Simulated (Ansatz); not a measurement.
# NaB5: the cost of one run

Method: DFT PBE, scalar-relativistic, plane waves, PAW, in Ansatz 0.2.0.

2 further runs of the same task are left out: 1 that didn't finish, 1 set aside as unsound or not needed.

**1. The structure to begin with**

It takes space group P6/mmm (No. 191, hexagonal). The conventional cell has a = 4.442 Å, b = 4.442 Å, c = 3.710 Å, α = 90.00°, β = 90.00°, γ = 120.00°. Around Na (site symmetry 6/mmm) lie 18 B at 2.56 to 2.89 Å. Around B (site symmetry -6m2) lie 9 B at 2.26 to 2.56 Å and 3 Na at 2.56 Å. Around B (site symmetry mmm) lie 8 B at 2.22 to 2.26 Å and 4 Na at 2.89 Å.

As a file:

```
Na B
1.0
     4.44202    0.00000    0.00000
    -2.22101    3.84690    0.00000
     0.00000    0.00000    3.71018
Na B
1 5
Cartesian
  0.0000 0.0000 0.0000
  0.0000 2.5646 0.0000
  2.2210 1.2823 0.0000
  2.2210 0.0000 1.8551
  1.1105 1.9235 1.8551
  -1.1105 1.9235 1.8551
```

Recipe of the guess: species swapped into a database cell of YRh5 (P6/mmm, No. 191), with Na on the Y sites and B on the Rh sites. The dimensions are guesses.

**2. The guess as it stands, on a coarse mesh**

Input file input.yaml:

```yaml
crystal:
  lattice:
    - [4.44201885, 0.0, 0.0]
    - [-2.22100942, 3.84690116, 0.0]
    - [0.0, 0.0, 3.71017895]
  atoms:
    - { symbol: Na, position: [0.0, 0.0, 0.0] }
    - { symbol: B, position: [0.33333333, 0.66666667, 0.0] }
    - { symbol: B, position: [0.66666667, 0.33333333, 0.0] }
    - { symbol: B, position: [0.5, 0.0, 0.5] }
    - { symbol: B, position: [0.5, 0.5, 0.5] }
    - { symbol: B, position: [0.0, 0.5, 0.5] }
basis:
  ecutwfc: 420
kpoints:
  mp_grid: { grid: [6, 6, 6] }
hamiltonian:
  xc: pbe
scf:
  occupations: { method: gaussian, width: 0.1 }
  lower_state_search: "off"
output:
  forces: true
  stress: true
  eigenvalues: true
```

Started as:

```console
$ ansatz run input.yaml --threads 1 --pin off --max-ram 2048MiB --backend cpu --events-out ev --progress --plain --runs-dir out
```

**Question.** How long does this run take on 1 thread of Arm Neoverse V2, shared host, and how much memory does it need?

About 1.8 s, with a peak of 0.3 GiB.
